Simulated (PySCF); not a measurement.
# C7H10BN: geometry, NMR shifts and electronic excitations

Wanted: the NMR shifts and electronic excitations of C7H10BN (`C=C1C=C(C)/C1=C\BN`), by calculation.

The runs use PySCF 2.14.0, with density-fitted response routines of our own; the level of theory stands in each step. All values are computed, except where a source is named. Atoms count from 0, in the outputs and in this text.

## 1. The molecule as given

19 atoms, charge 0, multiplicity 1; geometry from: GFN2-xTB.

Bonds of the start (Å): C0–C1 1.32, C1–C2 1.47, C2–C3 1.36, C3–C4 1.48, C3–C5 1.48, C5–C6 1.33, C6–B7 1.55, B7–N8 1.39, C5–C1 1.50, C0–H9 1.08, C0–H10 1.08, C2–H11 1.07, C4–H12 1.09, C4–H13 1.09, C4–H14 1.09, C6–H15 1.09, B7–H16 1.17, N8–H17 1.01, N8–H18 1.01.

## 2. Relaxing the molecule at PBE0-D3(BJ)/def2-SVP

The job: settings as JSON, then the geometry in Å.

```
{"job": {"xc": "PBE0", "basis": "def2-SVP", "d3": "d3bj", "grid": 1, "kind": "geom"}, "charge": 0, "multiplicity": 1}
C     -2.297906    -2.048175    -0.462418
C     -1.762218    -0.848178    -0.319290
C     -2.243938     0.538180    -0.239863
C     -0.991154     1.042305    -0.106273
C     -0.429910     2.400524     0.047536
C     -0.375475    -0.300882    -0.170252
C      0.846015    -0.834309    -0.116220
B      2.193257    -0.079611     0.052258
N      3.356602    -0.829507     0.133447
H     -3.362296    -2.188147    -0.555565
H     -1.687617    -2.935031    -0.492682
H     -3.227258     0.969943    -0.275367
H      0.135366     2.465590     0.976857
H     -1.223282     3.145514     0.055700
H      0.258110     2.615224    -0.769914
H      0.879118    -1.918360    -0.199213
H      2.280227     1.087220     0.111632
H      4.276248    -0.437490     0.242901
H      3.366307    -1.835561     0.094426
```

**Question.** This job is followed by: GIAO PBE0/pcSseg-1 NMR shielding, non-relativistic, gas phase; TDDFT B3LYP/def2-SVPD, vertical, gas phase, core orbitals frozen in the response; GIAO KT2/pcSseg-1 NMR shielding, non-relativistic, gas phase. Predict these results of the whole session: point group; rotational constants (main isotopes); ¹³C shifts against TMS (PBE0/pcSseg-1); ¹H shifts against TMS (PBE0/pcSseg-1, means over atoms taken as alike); ¹¹B shifts against BF3·OEt2 (PBE0/pcSseg-1); ¹⁵N shifts against NH3 (PBE0/pcSseg-1); lowest singlet (B3LYP/def2-SVPD); brightest single state of those computed; lowest triplet; vertical ionisation energy (ΔSCF); vertical electron affinity (ΔSCF); range of the shift of C3.

**Answer**, as computed:

```
                                                              quantity                                              value
                                                           point group                                                 Cs
                                  rotational constants (main isotopes)                               2.39, 1.08, 0.75 GHz
                                ¹³C shifts against TMS (PBE0/pcSseg-1)  171.0, 170.3, 156.2, 155.3, 115.7, 95.8, 18.3 ppm
¹H shifts against TMS (PBE0/pcSseg-1, means over atoms taken as alike)       7.16, 5.46, 5.19, 4.84, 4.70, 3.78, 2.21 ppm
                           ¹¹B shifts against BF3·OEt2 (PBE0/pcSseg-1)                                           33.1 ppm
                                ¹⁵N shifts against NH3 (PBE0/pcSseg-1)                                          109.7 ppm
                                      lowest singlet (B3LYP/def2-SVPD)                        4.14 eV (300 nm), f = 0.023
                              brightest single state of those computed                        state 3, 5.29 eV, f = 0.582
                                                        lowest triplet                                            2.94 eV
                                     vertical ionisation energy (ΔSCF)                                            8.05 eV
                                     vertical electron affinity (ΔSCF)   -0.40 eV (unbound: the value hangs on the basis)
                                              range of the shift of C3                                 158.5 to 170.3 ppm
```

**Reading.** The optimisation took 5 steps and gained 0.075 eV; among the close pairs (by a distance rule), B7–H16 changed most, from 1.172 to 1.212 Å. No frequency check was run at this level, so the end point may be a saddle. At PBE0/pcSseg-1: The widest tensor belongs to C3: span 229 ppm, with a paramagnetic part of -246 ppm. The first singlet state (HOMO→LUMO 0.75, HOMO−1→LUMO 0.23) lies at 4.14 eV and is weak; of the 10 states computed, the strongest absorption comes from state 3 at 5.29 eV. The lowest triplet lies 1.19 eV below the lowest singlet (triplets in Tamm-Dancoff, singlets in full TDDFT). ΔSCF puts the ionisation energy at 8.05 eV, 1.85 eV above −ε(HOMO). Across the 2 runs the shift of C3 moves most, between 158.5 (KT2/pcSseg-1) and 170.3 ppm (PBE0/pcSseg-1).
